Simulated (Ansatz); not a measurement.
I need a relaxed scan of one distance of GeH4N2, SMILES [NH2][Ge][NH2]. Use Ansatz's Python interface. Settings (for the species named): PBE, def2-SVP basis, multiplicity 1.

```xyz
7

N    -0.9107    0.0780   -1.0034
Ge   -0.3753   -0.9816    0.3685
N     1.2287   -0.3489    0.9993
H    -1.8268   -0.2174   -1.3026
H    -1.1010    1.0647   -0.6211
H     1.1059    0.6537    1.3116
H     1.9404   -0.3165    0.2019
```

The script, `relaxed_scan.py`:
```python
"""Relaxed scan of one distance in GeH4N2."""

import ansatz
import numpy as np

BASIS_SET = "def2-SVP"
FUNCTIONAL = "PBE"

GEOMETRY = """
N    -0.91070    0.07800   -1.00340
Ge   -0.37530   -0.98160    0.36850
N     1.22870   -0.34890    0.99930
H    -1.82680   -0.21740   -1.30260
H    -1.10100    1.06470   -0.62110
H     1.10590    0.65370    1.31160
H     1.94040   -0.31650    0.20190
"""


def main() -> None:
    geh4n2 = ansatz.Crystal.molecule()
    for line in GEOMETRY.strip().splitlines():
        symbol, *xyz = line.split()
        geh4n2 = geh4n2.atom(symbol, [float(v) for v in xyz])

    base = (
        geh4n2.calculation()
        .basis(gaussian=BASIS_SET)
        .functional(FUNCTIONAL)
    )
    symbols = [site.symbol for site in geh4n2.cartesian_sites]
    pairs = [(0, 1), (0, 3), (0, 4), (1, 2), (2, 5), (2, 6)]
    print("held (A)   E (eV)        ", "  ".join(f"{symbols[i]}{i}-{symbols[j]}{j}" for i, j in pairs))
    for length in [0.98, 1.07, 1.15, 1.28, 1.44]:
        summary = base.relax(constraints=[ansatz.DistanceConstraint((2, 6), at=length)], force_tolerance=0.02, max_steps=60).run().report
        xyz = np.array(summary["positions_ang"])
        print(f"{length:6.2f} {summary['free_energy_ev']:14.5f}  ", "  ".join(f"{np.linalg.norm(xyz[i] - xyz[j]):.3f}" for i, j in pairs))


if __name__ == "__main__":
    main()
```

```console
$ python relaxed_scan.py
held (A)   E (eV)         N0-Ge1  N0-H3  N0-H4  Ge1-N2  N2-H5  N2-H6
DeckWarning: relax.constraints: the input's atoms, or those drawn, lie off the distances that are held; a relaxation that starts there is brought onto them ahead of its first SCF, by positions alone, an atom by 4.47e-2 Å at the most. With the symmetry [...]
  0.98   -59542.49354   1.846  1.022  1.024  1.848  1.024  0.980
  1.07   -59542.49036   1.847  1.022  1.024  1.847  1.025  1.070
  1.15   -59542.26211   1.848  1.022  1.025  1.846  1.026  1.150
  1.28   -59541.67293   1.848  1.023  1.025  1.859  1.029  1.280
  1.44   -59540.84079   1.849  1.023  1.025  1.877  1.033  1.440
```
(Warnings from the package without file and line, shortened, repeats left out.)

Caveats:
- Total energies depend on the basis set; only differences at equal settings carry meaning.
- The energies are electronic: no zero-point or thermal terms, and the basis set is short of its limit.
- It ran for 120 s on 1 thread of Arm Neoverse V2 (shared host), peak memory 0.19 GiB.
